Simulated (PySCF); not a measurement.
**B3LYP/6-31G(d) (spherical functions) run of Si2H5ClO (SMILES O[SiH]([SiH3])Cl)**

Aim: the energy change on altering one bond length of Si2H5ClO at B3LYP/6-31G* (spherical functions), from 2 runs. Input form: a Python script.

Program for the calculation: PySCF 2.14.0.

2 further runs of the same task are left out: 2 set aside as unsound or not needed.

## (1) The molecule

The species is Si2H5ClO (9 atoms), meant as a singlet with charge 0. SMILES: `O[SiH]([SiH3])Cl`. The coordinates come from a PBE0-D4/def2-TZVP relaxation. This is one conformer, not always the lowest.

Bond lengths: O1–Si2 1.639 Å, Si2–Si3 2.335 Å, Si2–Cl4 2.068 Å, O1–H5 0.959 Å, Si2–H6 1.486 Å, Si3–H7 1.487 Å, Si3–H8 1.485 Å, Si3–H9 1.487 Å. Some angles: O1–Si2–Si3 107.4°, O1–Si2–Cl4 110.6°, Si3–Si2–Cl4 108.6°, O1–Si2–H6 111.0°, Si3–Si2–H6 114.5°, Cl4–Si2–H6 104.7°, Si2–O1–H5 118.4°, Si2–Si3–H7 110.4°, Si2–Si3–H8 109.5°, Si2–Si3–H9 108.6°.

## (2) The energy at B3LYP/6-31G(d) (spherical functions)

The input, run.py:

```python
# O[SiH]([SiH3])Cl
from pyscf import gto, dft

system = gto.Mole()
system.atom = [
    ('O', (0.516900, 0.942100, -1.606400)),
    ('Si', (-0.265600, 0.799800, -0.173200)),
    ('Si', (0.351900, -1.250200, 0.759300)),
    ('Cl', (-2.313400, 0.805800, -0.459000)),
    ('H', (0.374000, 1.735000, -2.126800)),
    ('H', (-0.002900, 1.975800, 0.697100)),
    ('H', (1.819900, -1.291800, 0.992500)),
    ('H', (-0.039700, -2.350400, -0.158700)),
    ('H', (-0.352700, -1.412300, 2.058200)),
]
system.basis = '6-31g*'
system.spin = 0
system.max_memory = 1860
system.verbose = 3
system.charge = 0
system.build()

calc0 = dft.RKS(system, xc='b3lyp')
calc0.grids.level = 5
calc0.conv_tol = 1e-10
calc0.kernel()
if not calc0.converged:
    calc0 = calc0.newton().run(calc0.mo_coeff, calc0.mo_occ)

etot = calc0.e_tot
print('E = %.10f Eh' % etot)
```

The run is started by

```sh
$ OMP_NUM_THREADS=1 python run.py
```

Standard output:

```text
converged SCF energy = -1117.48832995205
E = -1117.4883299521 Eh
```

It took 13 s on 1 thread of Intel Xeon 6975P-C (Granite Rapids), shared host; peak memory 0.41 GiB.

## (3) The distorted shape at the same level

The input, run.py:

```python
from pyscf import gto, dft

mol = gto.M(
    atom='''
O      1.376218     1.872201    -3.771967
Si    -0.102493     1.603293    -1.063612
Si     1.064413    -2.270646     0.698558
Cl    -3.972274     1.614631    -1.603695
H      1.106176     3.370565    -4.755381
H      0.393938     3.825611     0.581017
H      3.838531    -2.349258     1.139242
H      0.324396    -4.349722    -1.036211
H     -0.666506    -2.668860     3.889434
''',
    basis='6-31g*',
    max_memory=1860,
    verbose=3,
    unit='bohr',
)

myscf = dft.RKS(mol)
myscf.xc = 'b3lyp'
myscf.conv_tol = 1e-10
myscf.grids.level = 5
myscf.kernel()
if not myscf.converged:
    myscf = myscf.newton().run(myscf.mo_coeff, myscf.mo_occ)

e_tot = myscf.e_tot
print('Final energy', e_tot)
```

The run is started by

```sh
$ OMP_NUM_THREADS=1 python run.py
```

Standard output:

```text
converged SCF energy = -1117.45210885622
Final energy -1117.4521088562203
```

It took 13 s on 1 thread of Intel Xeon 6975P-C (Granite Rapids), shared host; peak memory 0.41 GiB.

## (4) Outcome

At B3LYP/6-31G* (spherical functions):

```
                                                          quantity           value
                                         first shape: total energy  -1117.48833 Eh
                                        first shape: dipole moment          1.63 D
                                          first shape: HOMO energy        -7.86 eV
                                          first shape: LUMO energy        -0.17 eV
                                        first shape: HOMO–LUMO gap         7.69 eV
                                     distorted shape: total energy  -1117.45211 Eh
                                    distorted shape: dipole moment          2.07 D
                                      distorted shape: HOMO energy        -7.94 eV
                                      distorted shape: LUMO energy        -0.89 eV
                                    distorted shape: HOMO–LUMO gap         7.04 eV
energy change with the Si3–H9 bond stretched from 1.487 to 1.933 Å        0.986 eV
```

What this shows: With the Si3–H9 bond stretched from 1.487 to 1.933 Å the energy rises by 0.99 eV (95.1 kJ/mol). The first shape isn't relaxed at this level, so the change isn't measured from a minimum. Mulliken charges (first shape) run from -0.69 on O1 to +0.61 on Si2; they depend strongly on the basis. Mulliken charges (distorted shape) run from -0.69 on O1 to +0.62 on Si2.
